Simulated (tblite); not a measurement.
# C3H11ClSi3: the cost of one run

The runs use tblite 0.8.0 and PySCF 2.14.0, with density-fitted response routines of our own; the level of theory stands in each step. All values are computed, except where a source is named. Atoms count from 0, in the outputs and in this text.

### 1 The molecule as given

18 atoms, charge 0, multiplicity 1; geometry from: force field or distance geometry start.

Bonds of the start (Å): C0–C1 1.33, C1–C2 1.50, C1–Si3 1.83, Si3–Si4 2.21, Si4–Si5 2.22, Si4–Cl6 2.11, C0–H7 1.09, C0–H8 1.09, C2–H9 1.11, C2–H10 1.11, C2–H11 1.11, Si3–H12 1.47, Si3–H13 1.50, Si4–H14 1.48, Si5–H15 1.44, Si5–H16 1.50, Si5–H17 1.49.

### 2 Geometry optimisation with GFN2-xTB

The job: settings as JSON, then the geometry in Å.

```
{"job": {"kind": "relax", "xc": "GFN2-xTB", "basis": "xTB"}, "charge": 0, "multiplicity": 1}
C     -0.962300     1.533600    -0.151600
C     -1.458900     0.304500    -0.048500
C     -2.942100     0.174400    -0.192100
Si    -0.404100    -1.161300     0.273500
Si     1.652300    -0.716100     0.955200
Si     2.919200     0.281800    -0.563900
Cl     2.552600    -2.587000     1.330500
H     -1.592700     2.406200    -0.336500
H      0.106000     1.747600    -0.054700
H     -3.280600     0.876900    -0.978700
H     -3.407500     0.430200     0.779800
H     -3.211000    -0.880400    -0.400100
H     -0.423500    -1.965300    -0.953500
H     -1.088300    -1.922600     1.364000
H      1.676500    -0.004900     2.253200
H      2.246700     1.242900    -1.395200
H      3.978200     1.014900     0.202200
H      3.630800    -0.769000    -1.344500
```

Started as:

```
$ OMP_NUM_THREADS=1 python probes_run.py task.json out
```

The driver reads the jobs from task.json and runs them one after another.

**Question.** How long does this first job take on 1 thread of Arm Neoverse V1, shared host, and how much memory does it need?

About 1.4 s, with a peak of 0.18 GiB.
